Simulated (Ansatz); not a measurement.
# CH7ClOSi2: small, medium and large basis sets

One table from this session's results is given with a row withheld; the runs are named, their logs left out.

Program: Ansatz 0.2.0, Gaussian basis. Level of theory: one geometry, several basis sets. These are calculated values, not measurements.

Levels to be run: PBE0-D4/def2-SVP; ωB97M-V/def2-SVP; PBE0-D4/def2-QZVPP; ωB97M-V/def2-QZVPP; the functionals' def2-TZVPP values are taken from earlier runs.

## The geometry

The geometry comes from an earlier relaxation with PBE0-D4 in a triple-zeta def2 set; it is a stationary point, not always the lowest conformer.

SMILES `C[Si](O)([SiH3])Cl`, 12 atoms, charge 0, spin multiplicity 1.

Atoms are counted from 1 here; the program's logs count them from 0.

Bond lengths: C1–Si2 1.859 Å, C1–H6 1.092 Å, C1–H7 1.093 Å, C1–H8 1.093 Å, Si2–O3 1.642 Å, Si2–Si4 2.338 Å, Si2–Cl5 2.077 Å, O3–H9 0.959 Å, Si4–H10 1.488 Å, Si4–H11 1.488 Å, Si4–H12 1.485 Å. Angles: Si2–C1–H6 110.6°, Si2–C1–H7 110.7°, Si2–C1–H8 110.3°, H6–C1–H7 108.0°, H6–C1–H8 108.6°, H7–C1–H8 108.5°, C1–Si2–O3 112.3°, C1–Si2–Si4 114.8°, C1–Si2–Cl5 106.4°, O3–Si2–Si4 106.3°, O3–Si2–Cl5 109.1°, Si4–Si2–Cl5 107.8°, Si2–O3–H9 118.4°, Si2–Si4–H10 110.5°, Si2–Si4–H11 109.0°, Si2–Si4–H12 110.2°, H10–Si4–H11 108.5°, H10–Si4–H12 109.3° and more.

Set-up of the first run:

in.yaml

```yaml
crystal:
  periodic: [false, false, false]
  atoms:
    - {symbol: C, position_ang: [-1.213070, 1.191472, -0.342298]}
    - {symbol: Si, position_ang: [0.423960, 0.319900, -0.219634]}
    - {symbol: O, position_ang: [1.028181, -0.081370, -1.693157]}
    - {symbol: Si, position_ang: [0.391586, -1.651662, 1.036616]}
    - {symbol: Cl, position_ang: [1.724413, 1.644455, 0.711995]}
    - {symbol: H, position_ang: [-1.591917, 1.439819, 0.651701]}
    - {symbol: H, position_ang: [-1.114276, 2.122019, -0.907864]}
    - {symbol: H, position_ang: [-1.945638, 0.555086, -0.845308]}
    - {symbol: H, position_ang: [1.239001, 0.625037, -2.306999]}
    - {symbol: H, position_ang: [-0.513507, -2.653856, 0.410873]}
    - {symbol: H, position_ang: [-0.112418, -1.346651, 2.402862]}
    - {symbol: H, position_ang: [1.760685, -2.219548, 1.135212]}
basis:
  gaussian: {orbitals: def2-SVP}
hamiltonian: {xc: pbe0, dispersion: d4}
output: {orbitals: {seedname: orbitals}}
```

The run is started by

```sh
$ ansatz run in.yaml --threads 4 --pin off --events-out ev --progress --plain --max-ram 10444MiB
```

Steps of the session up to this table: PBE0-D4 in def2-SVP; ωB97M-V in def2-SVP; PBE0-D4 in def2-QZVPP; ωB97M-V in def2-QZVPP.

One of the session's tables, all rows but one given; the rest of the session is left out.

It belongs to the step «Functionals by basis». 

```
functional       basis  HOMO (eV)  LUMO (eV)
   PBE0-D4    def2-SVP      -7.84       0.39
   PBE0-D4  def2-TZVPP      -7.92       0.05
   PBE0-D4  def2-QZVPP      -7.95      -0.09
   ωB97M-V    def2-SVP          ?          ?
   ωB97M-V  def2-TZVPP      -9.98       1.77
   ωB97M-V  def2-QZVPP     -10.01       1.31
```

Estimate the missing values for ωB97M-V, def2-SVP.

**Answer.** HOMO (eV): -9.86; LUMO (eV): 2.28. In the column «HOMO (eV)» it lies between ωB97M-V, def2-TZVPP (-9.98) and PBE0-D4, def2-QZVPP (-7.95).
